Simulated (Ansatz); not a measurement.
# FCI/STO-3G run of BNH2 (SMILES B[N])

What is the electronic atomisation energy of BNH2 at FCI/STO-3G? 

The calculation is run with Ansatz 0.2.0.

50 further runs of the same task are left out: 50 set aside as unsound or not needed.

## 1. The system as given

BNH2: 4 atoms, total charge 0, spin state triplet. As SMILES, `B[N]`. The coordinates come from a GFN2-xTB relaxation.

Bond lengths: B1–N2 1.312 Å, B1–H3 1.184 Å, B1–H4 1.184 Å. Angles: N2–B1–H3 118.7°, N2–B1–H4 118.7°, H3–B1–H4 122.6°.

## 2. A single-point energy at FCI/STO-3G

Contents of in.yaml:

```yaml
crystal:
  periodic: [false, false, false]
  atoms:
    - {symbol: B, position_ang: [-0.035750, 0.006580, -0.023930]}
    - {symbol: "N", position_ang: [1.041780, -0.191660, 0.697680]}
    - {symbol: H, position_ang: [-1.056920, -0.473990, 0.334600]}
    - {symbol: H, position_ang: [0.050890, 0.659060, -1.008340]}
basis:
  gaussian: {orbitals: STO-3G}
magnetization: {spin_polarized: true, initial_magnetization: 2}
correlation: {method: fci, frozen_orbitals: {B: 1, H: 0, "N": 1}}
accuracy: high
```

Started as:

```bash
$ ansatz run in.yaml --threads 1 --pin off --max-ram 2610MiB --events-out events.jsonl --progress --plain --runs-dir runs
```

Output:

```text
Warning: RAYON_NUM_THREADS=1 ignored (pool sized by the plan → 1); use --threads N
Functional definition: HF
  name "HF"
  exchange = exact_x
  correlation = 0
188 factors; integrals over basis functions are off by at most 8.2e-9 eV
mean field evaluation 1: about -2153.6208 eV, gradient 1.1e1 eV
mean field evaluation 2: about -2153.6428 eV, gradient 1.1e1 eV
mean field evaluation 4: about -2154.7749 eV, gradient 1.0e0 eV
mean field evaluation 8: about -2154.7928 eV, gradient 1.3e-2 eV
mean field evaluation 16: about -2154.1495 eV, gradient 6.8e-5 eV
mean field evaluation 32: about -2154.7855 eV, gradient 4.6e-1 eV
mean field -2154.79284487 eV, -79.1871764778 hartree, gradient 7.9e-8 eV, S^2 2.006202; 4 other end points of the search recorded, 0 dependent functions left out
2 core orbitals not correlated: weight in the atoms' cores, before any rotation towards them, 1.000 or more for the frozen orbitals, at most 0.000 for the correlated occupied ones
reference -2154.71095055 eV, -79.1841669171 hartree; 6, 4 occupied and 4, 6 virtual orbitals, 188 factors
state -2156.63516231 eV, -79.2548803950 hartree
Total energy: -2156.63516231 eV, -79.2548803950 hartree
```

Run time: 0.48 s. Hardware: 1 thread of Arm Neoverse V1, shared host.

## 3. The B atom

Contents of run.yaml:

```yaml
crystal:
  periodic: [false, false, false]
  atoms:
    - {symbol: B, position_ang: [0.000000, 0.000000, 0.000000]}
basis:
  gaussian:
    orbitals: STO-3G
magnetization:
  spin_polarized: true
  initial_magnetization: 1
correlation:
  method: fci
  frozen_orbitals: {B: 1}
accuracy: high
```

Run the same way, it converges to -24.18898 Eh (log not shown).

## 4. The H atom: a single-point energy at UHF/STO-3G

Contents of job.yaml:

```yaml
crystal:
  periodic: [false, false, false]
  atoms:
    - {symbol: H, position_ang: [0.000000, 0.000000, 0.000000]}
basis:
  gaussian:
    orbitals: STO-3G
magnetization:
  spin_polarized: true
  initial_magnetization: 1
hamiltonian:
  xc: hf
accuracy: high
```

Run the same way, it converges to -0.46658 Eh (log not shown).

## 5. The N atom, same level

Contents of job.yaml:

```yaml
crystal:
  periodic: [false, false, false]
  atoms:
    - {symbol: N, position_ang: [0.000000, 0.000000, 0.000000]}
basis:
  gaussian: {orbitals: STO-3G}
magnetization: {spin_polarized: true, initial_magnetization: 3}
correlation: {method: fci, frozen_orbitals: {"N": 1}}
accuracy: high
```

Run the same way, it converges to -53.71901 Eh (log not shown).

## 6. What came out

Level: FCI/STO-3G, 2 core orbitals frozen.

```
                                             quantity         value
                               molecule: total energy  -79.25488 Eh
molecule: correlation energy (2 core orbitals frozen)     -70.7 mEh
                                 B atom: total energy  -24.18898 Eh
   B atom: correlation energy (1 core orbital frozen)     -40.0 mEh
                                 H atom: total energy   -0.46658 Eh
                                         H atom: ⟨S²⟩         0.750
                                 N atom: total energy  -53.71901 Eh
   N atom: correlation energy (1 core orbital frozen)       0.0 mEh
                        electronic atomisation energy     11.258 eV
```

What this shows: Taking the molecule apart into free atoms costs 11.26 eV (260 kcal/mol), before zero-point energy and without spin-orbit coupling. In a minimal basis such a difference can be off by several eV, whatever the method.
